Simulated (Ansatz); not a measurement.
**C3H4AlF: basis-set convergence**

An exercise on one series of results from a longer session: the logs are not shown, and one member is left open.

Method: one geometry, several basis sets; program: Ansatz 0.2.0, Gaussian basis.

The runs, in order: PBE0-D4/def2-SVP; ωB97M-V/def2-SVP; PBE0-D4/def2-QZVPP; ωB97M-V/def2-QZVPP; the functionals' def2-TZVPP values are taken from earlier runs.

### Structure used throughout

All runs share one geometry, relaxed beforehand with PBE0-D4 in a triple-zeta def2 set.

SMILES `C#[C][Al]([CH3])[F]`, 9 atoms, charge 0, spin multiplicity 1.

Atoms are counted from 1 here; the program's logs count them from 0.

Bond lengths: C1–C2 1.210 Å, C1–H6 1.067 Å, C2–Al3 1.900 Å, Al3–C4 1.931 Å, Al3–F5 1.650 Å, C4–H7 1.094 Å, C4–H8 1.094 Å, C4–H9 1.092 Å. Angles: C2–C1–H6 179.6°, C1–C2–Al3 177.8°, C2–Al3–C4 124.6°, C2–Al3–F5 116.1°, C4–Al3–F5 119.2°, Al3–C4–H7 110.8°, Al3–C4–H8 110.9°, Al3–C4–H9 112.0°, H7–C4–H8 106.6°, H7–C4–H9 108.1°, H8–C4–H9 108.2°.

The first run:

The input, in.yaml:

```yaml
crystal:
  periodic: [false, false, false]
  atoms:
    - {symbol: C, position_ang: [0.214806, 2.769921, 0.344176]}
    - {symbol: C, position_ang: [0.305467, 1.631252, -0.055038]}
    - {symbol: Al, position_ang: [0.406602, -0.178290, -0.626566]}
    - {symbol: C, position_ang: [-0.438443, -1.662206, 0.274072]}
    - {symbol: F, position_ang: [1.286180, -0.460275, -1.993427]}
    - {symbol: H, position_ang: [0.139173, 3.776163, 0.690374]}
    - {symbol: H, position_ang: [-1.159584, -2.156883, -0.383642]}
    - {symbol: H, position_ang: [0.298932, -2.419758, 0.555669]}
    - {symbol: H, position_ang: [-0.964633, -1.346123, 1.177281]}
basis:
  gaussian: {orbitals: def2-SVP}
hamiltonian: {xc: pbe0, dispersion: d4}
output: {orbitals: {seedname: orbitals}}
```

Among the steps run: PBE0-D4 in def2-SVP; ωB97M-V in def2-SVP; PBE0-D4 in def2-QZVPP; ωB97M-V in def2-QZVPP.

One table of the session follows, with a row left open; its other results are not shown here.

It belongs to the step «Functionals by basis». 

| functional | basis | HOMO (eV) |
| --- | --- | --- |
| PBE0-D4 | def2-SVP | -8.24 |
| PBE0-D4 | def2-TZVPP | ? |
| PBE0-D4 | def2-QZVPP | -8.33 |
| ωB97M-V | def2-SVP | -10.49 |
| ωB97M-V | def2-TZVPP | -10.58 |
| ωB97M-V | def2-QZVPP | -10.60 |

Estimate the missing values for PBE0-D4, def2-TZVPP.

As computed: HOMO (eV): -8.32. In the column «HOMO (eV)» it lies between PBE0-D4, def2-QZVPP (-8.33) and PBE0-D4, def2-SVP (-8.24).
